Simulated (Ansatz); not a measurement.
# Nd4O: the cost of one run

Method: DFT PBE, scalar-relativistic, plane waves, PAW; 4f electrons in the core of a trivalent norm-conserving potential, in Ansatz 0.2.0.

1 further run of the same task is left out (it didn't finish). Runs told in other sessions of the task aren't counted.

## Step 1: The system as given

The structure is orthorhombic, space group Cmmm (No. 65). Conventional cell: a = 7.784 Å, b = 8.174 Å, c = 3.495 Å, α = 90.00°, β = 90.00°, γ = 90.00°. Nd (site symmetry m2m) is surrounded by 2 O at 2.33 Å. Around Nd (site symmetry 2mm) lie 1 O at 2.22 Å. O (site symmetry mmm) has 6 Nd at 2.22 to 2.33 Å in its first shell of neighbours.

As a file:

```
Nd O
1.0
     3.89197   -4.08684    0.00000
     3.89197    4.08684    0.00000
     0.00000    0.00000    3.49487
Nd O
4 1
Direct
  0.81060 0.18940 0.50000
  0.18940 0.81060 0.50000
  0.28520 0.28520 0.00000
  0.71480 0.71480 0.00000
  0.00000 0.00000 0.00000
```

A structure generator made this guess: species swapped into a database cell of OsCl4 (Cmmm, No. 65), with O on the Os sites and Nd on the Cl sites. The dimensions are guesses.

## Step 2: The guess as it stands, on a coarse mesh

The input, input.yaml:

```yaml
crystal:
  lattice:
    - [3.89197382, -4.08684264, 0.0]
    - [3.89197382, 4.08684264, 0.0]
    - [0.0, 0.0, 3.49487369]
  atoms:
    - { symbol: Nd, position: [0.81059999, 0.18940001, 0.5] }
    - { symbol: Nd, position: [0.18940001, 0.81059999, 0.5] }
    - { symbol: Nd, position: [0.2852, 0.2852, 0.0] }
    - { symbol: Nd, position: [0.7148, 0.7148, 0.0] }
    - { symbol: O, position: [0.0, 0.0, 0.0] }
basis:
  ecutwfc: 660
kpoints:
  mp_grid: { grid: [4, 4, 6] }
hamiltonian:
  xc: pbe
  pseudopotentials:
    kind: paw
    azcp: { Nd: "pseudopotentials/pbe/nc/lanthanide_3plus/Nd.nc.azcp" }
scf:
  occupations: { method: gaussian, width: 0.1 }
  lower_state_search: "off"
output:
  forces: true
  stress: true
  eigenvalues: true
```

Started as:

```sh
$ ansatz run input.yaml --threads 1 --pin off --max-ram 2560MiB --backend cpu --events-out ev --progress --plain --runs-dir out
```

What time and memory should one allow on 1 thread of Arm Neoverse V2, shared host?

About 8.3 s, with a peak of 0.42 GiB.
